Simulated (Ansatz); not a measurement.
# Lu5Be: the cost of one run

Computed with Ansatz 0.2.0 (DFT PBE, scalar-relativistic, plane waves, PAW, unless a step's input says otherwise).

### 1 The structure to begin with

The structure is cubic, space group F-43m (No. 216). Conventional cell: a = 7.849 Å, b = 7.849 Å, c = 7.849 Å, α = 90.00°, β = 90.00°, γ = 90.00°. Lu (site symmetry 3m) has 9 Lu at 2.78 to 3.25 Å and 3 Be at 3.25 Å in its first shell of neighbours. Lu (site symmetry -43m) is surrounded by 12 Lu at 3.25 Å and 4 Be at 3.40 Å. Be (site symmetry -43m) is surrounded by 16 Lu at 3.25 to 3.40 Å.

As a file:

```cif
data_structure
_symmetry_space_group_name_H-M 'F-43m'
_symmetry_Int_Tables_number 216
_cell_length_a 7.8493
_cell_length_b 7.8493
_cell_length_c 7.8493
_cell_angle_alpha 90.000
_cell_angle_beta 90.000
_cell_angle_gamma 90.000
_cell_volume 483.61
loop_
_atom_site_label
_atom_site_type_symbol
_atom_site_symmetry_multiplicity
_atom_site_Wyckoff_symbol
_atom_site_fract_x
_atom_site_fract_y
_atom_site_fract_z
_atom_site_occupancy
Lu1 Lu 16 e 0.62500 0.12500 0.87500 1
Lu2 Lu 4 d 0.25000 0.25000 0.75000 1
Be1 Be 4 a 0.00000 0.00000 0.00000 1
```

A structure generator made this guess: species swapped into a database cell of DyCu5 (F-43m, No. 216), with Be on the Dy sites and Lu on the Cu sites. Lengths come from tabulated atomic sizes and are only a guess.

### 2 The guess as it stands, on a coarse mesh

Contents of input.yaml:

```yaml
crystal:
  lattice:
    - [0.0, 3.92465879, 3.92465879]
    - [3.92465879, 0.0, 3.92465879]
    - [3.92465879, 3.92465879, 0.0]
  atoms:
    - { symbol: Lu, position: [0.125, 0.625, 0.625] }
    - { symbol: Lu, position: [0.625, 0.625, 0.625] }
    - { symbol: Lu, position: [0.625, 0.125, 0.625] }
    - { symbol: Lu, position: [0.625, 0.625, 0.125] }
    - { symbol: Lu, position: [0.25, 0.25, 0.25] }
    - { symbol: Be, position: [0.0, 0.0, 0.0] }
basis:
  ecutwfc: 420
kpoints:
  mp_grid: { grid: [4, 4, 4] }
hamiltonian:
  xc: pbe
scf:
  occupations: { method: gaussian, width: 0.1 }
  lower_state_search: "off"
output:
  forces: true
  stress: true
  eigenvalues: true
```

The run is started by

```sh
$ ansatz run input.yaml --threads 1 --pin off --max-ram 2560MiB --backend cpu --events-out ev --progress --plain --runs-dir out
```

**Question.** How long does this run take on 1 thread of Arm Neoverse N1, shared host, and how much memory does it need?

About 18 s, with a peak of 0.37 GiB.
